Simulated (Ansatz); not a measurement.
# CH2Cl3Si radical: up Jacob's ladder to CCSD(T)

One table from this session's results is given with a row withheld; the runs are named, their logs left out.

The runs use Ansatz 0.2.0, Gaussian basis; functionals in def2-TZVPP, the program's frozen cores in correlated methods.

The runs, in order: LDA (SPW92), PBE-D4, revPBE-D4, BLYP-D4, r2SCAN-D4, B97M-V, PBE0-D4, B3LYP-D4, r2SCANh-D4, r2SCAN0-D4, HSE06-D4, BHLYP-D4, CAM-B3LYP-D4, LC-ωPBE, ωB97X-V, ωB97M-V, B2PLYP, PBE-QIDH; CCSD(T)/def2-SVP; CCSD(T)/def2-TZVPP; MP2/def2-QZVPP; extrapolation to the limit; RPA on PBE.

**The relaxed structure**

An earlier PBE0-D4 in a triple-zeta def2 set relaxation fixed the geometry.

7 atoms, charge 0, spin multiplicity 2.

Atoms are counted from 1 here; the program's logs count them from 0.

Bond lengths: C1–Si2 1.817 Å, C1–H6 1.084 Å, C1–H7 1.084 Å, Si2–Cl3 2.035 Å, Si2–Cl4 2.040 Å, Si2–Cl5 2.036 Å. Angles: Si2–C1–H6 121.7°, Si2–C1–H7 121.7°, H6–C1–H7 116.5°, C1–Si2–Cl3 110.2°, C1–Si2–Cl4 111.2°, C1–Si2–Cl5 110.2°, Cl3–Si2–Cl4 108.0°, Cl3–Si2–Cl5 109.3°, Cl4–Si2–Cl5 108.0°.

Geometry (Å):

```
C    -0.2269    0.7232    0.8890
Si    0.1460   -0.4022   -0.4872
Cl    1.3254   -1.9314    0.1562
Cl   -1.5599   -1.2063   -1.2640
Cl    1.1013    0.6028   -1.9775
H    -0.2905    0.3710    1.9126
H    -0.4340    1.7750    0.7251
```

Set-up of the first run:

in.yaml

```yaml
crystal:
  periodic: [false, false, false]
  atoms:
    - {symbol: C, position_ang: [-0.226931, 0.723222, 0.889020]}
    - {symbol: Si, position_ang: [0.146022, -0.402240, -0.487190]}
    - {symbol: Cl, position_ang: [1.325368, -1.931393, 0.156244]}
    - {symbol: Cl, position_ang: [-1.559901, -1.206344, -1.263979]}
    - {symbol: Cl, position_ang: [1.101288, 0.602769, -1.977476]}
    - {symbol: H, position_ang: [-0.290530, 0.370998, 1.912633]}
    - {symbol: H, position_ang: [-0.434017, 1.774988, 0.725148]}
basis:
  gaussian: {orbitals: def2-TZVPP}
magnetization: {spin_polarized: true, initial_magnetization: 1}
hamiltonian: {xc: lda}
output: {orbitals: {seedname: orbitals}}
```

Steps of the session up to this table: LDA; PBE-D4 (GGA); revPBE-D4 (GGA); BLYP-D4 (GGA); r2SCAN-D4 (meta-GGA); B97M-V (meta-GGA); PBE0-D4 (hybrid); B3LYP-D4 (hybrid); r2SCANh-D4 (hybrid); r2SCAN0-D4 (hybrid); HSE06-D4 (hybrid); BHLYP-D4 (hybrid); CAM-B3LYP-D4 (range-separated); LC-ωPBE-D4 (range-separated; the results give it without D4); ωB97X-V (range-separated); ωB97M-V (range-separated); B2PLYP (double hybrid); PBE-QIDH (double hybrid).

One table of the session follows, with a row left open; its other results are not shown here.

It belongs to the step «Orbital energies across the functionals». 

```
  functional  HOMO (eV)  LUMO (eV)  gap (eV)
 LDA (SPW92)      -6.43      -4.96      1.46
      PBE-D4      -6.42      -4.36      2.07
   revPBE-D4      -6.38      -4.19      2.20
     BLYP-D4          ?          ?         ?
   r2SCAN-D4      -6.93      -3.77      3.16
      B97M-V      -6.71      -4.10      2.60
     PBE0-D4      -7.86      -3.16      4.70
    B3LYP-D4      -7.47      -3.58      3.90
  r2SCANh-D4      -7.45      -3.37      4.08
  r2SCAN0-D4      -8.23      -2.77      5.46
    HSE06-D4      -7.45      -3.56      3.90
    BHLYP-D4      -9.04      -2.04      7.00
CAM-B3LYP-D4      -9.16      -2.14      7.03
     LC-ωPBE     -10.76      -0.65     10.11
     ωB97X-V     -10.12      -1.18      8.94
     ωB97M-V      -9.88      -1.29      8.60
```

Estimate the missing values for BLYP-D4.

Worked estimate for «HOMO (eV)». Against the share of exact exchange, B3LYP-D4 (0.2, -7.47), BHLYP-D4 (0.5, -9.04) give a slope of -5.23 per unit share; at 0 the line stands at -6.42.

The run gave: HOMO (eV): -6.17; LUMO (eV): -4.33; gap (eV): 1.85. In «HOMO (eV)» the line misses by -0.25.
